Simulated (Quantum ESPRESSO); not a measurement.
**AgRh in Quantum ESPRESSO: the effect of strain**

The system is AgRh.

```
Ag Rh
1.0
     2.77759    0.00000    0.00000
    -1.38879    2.40546    0.00000
     0.00000    0.00000    4.61626
Ag Rh
1 1
Direct
  0.00000 0.00000 0.50000
  0.66667 0.33333 0.00000
```

The cell comes from a database or a generator and needn't be the stable form of this composition.

Alike in all runs:

```yaml
Program: Quantum ESPRESSO 7.5
Task: relaxation of the atoms
Functional: PBEsol
Potentials_or_basis: GBRV 1.5 PBEsol
Cutoff: 762 eV
Density_cutoff: 6095 eV
k_mesh: 9 × 9 × 5
Occupations: fermi-dirac, width 0.05 eV
Spin: no spin polarisation
Kind_of_strain: uniaxial_z
Mixing_beta: 0.5
Most_SCF_iterations: 120
SCF_threshold: 4e-10 Ry
Most_ionic_steps: 40
Forc_conv_thr: 0.0004 Ry/bohr
Etot_conv_thr: 1e-05 Ry
```

Each run relaxes the cell or the atoms first.

```tsv
strain	pressure (GPa)
-0.04	-4.8
-0.02	-7.9
-0.01	-9.3
0	?
0.01	-11.6
0.02	-12.7
0.04	-14.4
```

What does the run with strain 0 give?

Pressure -10.5 GPa.

Worked out: A parabola through the other rows of the pressure, of slope -120 GPa per unit of strain there, gives -10.5 GPa, against the run's -10.5.

Caveats: the relaxation stopped at its first step, so nothing moved.
